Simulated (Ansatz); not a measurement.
This Ansatz 0.2.0 run on KPt needs a look.

File input.yaml:

```yaml
crystal:
  lattice:
    - [3.0008472788, 0.0, 0.0]
    - [-1.5004236394, 2.5988099763, 0.0]
    - [0.0, 0.0, 5.345578]
  atoms:
    - { symbol: Pt, position: [0.6666666667, 0.3333333333, 0.0] }
    - { symbol: K, position: [0.0, 0.0, 0.5] }
hamiltonian:
  xc: r2scan
  pseudopotentials: { kind: paw }
kpoints:
  mp_grid: { grid: [10, 9, 6] }
scf:
  occupations: { method: fermi_dirac, width: 0.05 }
  max_iter: 100
output:
  forces: true
  stress: true
  eigenvalues: true
relax:
  f_tol: 0.01
  max_steps: 40
  cell: { stress_tol: 0.05 }
```

Potentials or basis: Ansatz PAW.

Command:

```console
$ ansatz run input.yaml --threads 2 --pin off --max-ram 5632MiB --backend cpu --events-out ev --progress --plain --runs-dir out
```

Output:

```text
Warning: crystal.symmetry: narrowed to the stabiliser of the k-point mesh — unitary ops 12 → 2; excluded 10 operations that carry a point of the 10×9×6 mesh (shift [0, 0, 0]) off the mesh (the run samples exactly the mesh kpoints.mp_grid names, as under crystal.symmetry.detect: false, and its converged state has the mesh's symmetry, not the crystal's; ε∞, the Born charges and the force constants of a linear response (`dielectric:` by the response, `phonons.method: dfpt`) are averaged over those of the crystal's operations that the state keeps within a tolerance, where `mesh_tensors`, `unaveraged_element` or `gamma_mean_max_change_ev_ang2` stands beside them; a row that `dielectric.field_direction` solves alone is averaged likewise, with nothing beside; a Γ-centred mesh of equal divisions is mapped onto itself by every operation and keeps the whole group, as does a half-shifted one under kpoints.further_shifts: images)
Warning: RAYON_NUM_THREADS=2 ignored (pool sized by the plan → 2); use --threads N
The last accepted step is kept in <dir> (removed where the run ends without a failure and the disk answers)
Engine: ansatz 0.2.0, aarch64-unknown-linux-gnu
[... 116 lines left out ...]
SCF iter   6: F=—  HF=-14078.915951 eV  |F-HF|=—  |Δ(HF+E_count)|=   1.60e-4  Δρ=4.97e-4  dr2=1.04e-4  dr2_τ=2.77e-6  ethr=5.00e-6  ⟨swp⟩=2.1  Hψ=3858  notcnv=0  defer=23
SCF iter   7: F=—  HF=-14078.915950 eV  |F-HF|=—  |Δ(HF+E_count)|=   1.01e-6  Δρ=1.02e-4  dr2=3.67e-6  dr2_τ=1.01e-7  ethr=3.87e-7  ⟨swp⟩=2.0  Hψ=4208  notcnv=0  defer=23
SCF iter   8: F=-14078.915949 eV  HF=-14078.915949 eV  |F-HF|=4.50e-8  |Δ(HF+E_count)|=   2.98e-7  Δρ=2.22e-5  dr2=1.53e-7  dr2_τ=1.42e-8  ethr=7.41e-10  ⟨swp⟩=3.6  Hψ=14369  notcnv=0
the search or the solves at the SCF's close seem to have found levels that the self-consistency loop had missed (the run counts 1). By its estimate they hold under 1e-12 electrons; where the run keeps them, the occupations were computed again with them
SCF 7 converged in 8 iterations: F = -14078.915949 eV  dr2 = 1.53e-7
relax step   7: F+E_penalty+E_count = -14078.91594939 eV  Δ(F+E_penalty+E_count) = -2.276e-2 eV  max|allowed force component| = 4.174e-2 eV/Å  Δτ_max = 0.1547 Å  P = -0.042 GPa  Ω = 41.027 Å³  energy of the carried Pulay correction = +1.460e-4 eV  (8 SCF iters, dr2 threshold 2.00e-7 eV, accepted)
Crystal: 2 atoms, lattice volume = 41.218 Å³
Basis set: ecut = 500 eV, 1045 PW (Γ), exchange–correlation on 96×96×160 points (64 copies of the dense FFT grid, shifted against one another)
```

Problem. Diagnose the run.

Solution. The run was cut off at its time limit. The input holds a flaw that was put in on purpose: a mesh that breaks the symmetry (kpoints.mp_grid.grid = 10 × 9 × 6).

A sound run on the same cell differs in these lines of the main input:
```diff
@@ -13 +13 @@
-  mp_grid: { grid: [10, 9, 6] }
+  mp_grid: { grid: [10, 10, 5] }
@@ -16 +15,0 @@
-  max_iter: 100
```
